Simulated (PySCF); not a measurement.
**The bond of GeCl+, level by level**

An exercise on one series of results from a longer session: the logs are not shown, and one member is left open.

The runs use PySCF 2.14.0; Ge def2-SVP, Cl def2-SVP, no relativity.

Set-up of the first run:

A driver script around PySCF takes these settings:

| Quantity | Value |
| --- | --- |
| atoms | Ge, Cl |
| charge | 1 |
| basis | Ge def2-SVP, Cl def2-SVP |
| Hamiltonian | no relativity |
| basis functions | 50 |
| electrons treated | 48 |
| masses in u | 73.9212, 34.9689 |
| levels | PBE0, PBE, r²SCAN, TPSSh, B97-3, BP86, LC-ωPBE, HF, MP2, SCS-MP2, CCSD, CCSD(T) |
| grid | 80 radial by 434 angular points |
| occupations | held fixed by the projection of orbital angular momentum |
| dissociation limit | Ge+ + Cl, each in its ground configuration |
| starting distance in angstrom | 2.230 |
| values of 2S to try | 0, 2 |

Run with:

```sh
OMP_NUM_THREADS=1 python dia.py task.json out
```

Steps of the session up to this table: Set-up; First curve: PBE0; Higher solutions at PBE0; PBE; r²SCAN (meta-GGA); TPSSh; B97-3; BP86; LC-ωPBE (range-separated hybrid); RHF (mean field); Adding correlation.

One of the session's tables, all rows but one given; the rest of the session is left out.

Energy (eV) from each level's lowest point:

```
R (Å)    RHF  RHF-MP2  RHF-SCS-MP2  RHF-CCSD  RHF-CCSD(T)
1.790  1.397    1.354        1.384       n/a          n/a
1.874  0.599    0.571        0.592     0.597        0.624
1.957  0.172    0.157        0.169     0.172        0.189
2.019  0.029    0.022        0.028     0.030        0.039
2.082  0.000    0.000        0.000     0.000        0.000
2.144      ?        ?            ?         ?            ?
2.228  0.237    0.250        0.236     0.231        0.206
2.332  0.570    0.591        0.567     0.556        0.511
2.457  1.065    1.093        1.055     1.036        0.964
2.623  1.791    1.825        1.766       n/a          n/a
```

Q: Estimate the row for R (Å) = 2.144 from the others.

Worked estimate for «RHF». A straight line through the neighbours (2.082, 0.000) and (2.228, 0.237) gives 0.000 + (0.237 − 0.000) × (2.144 − 2.082) / (2.228 − 2.082) = 0.101; a parabola fitted to 4 rows on both sides gives 0.065.

**Answer.** RHF: 0.058; RHF-MP2: 0.065; RHF-SCS-MP2: 0.059; RHF-CCSD: 0.057; RHF-CCSD(T): 0.047. In «RHF» the line misses by +0.043 and the parabola by +0.007.
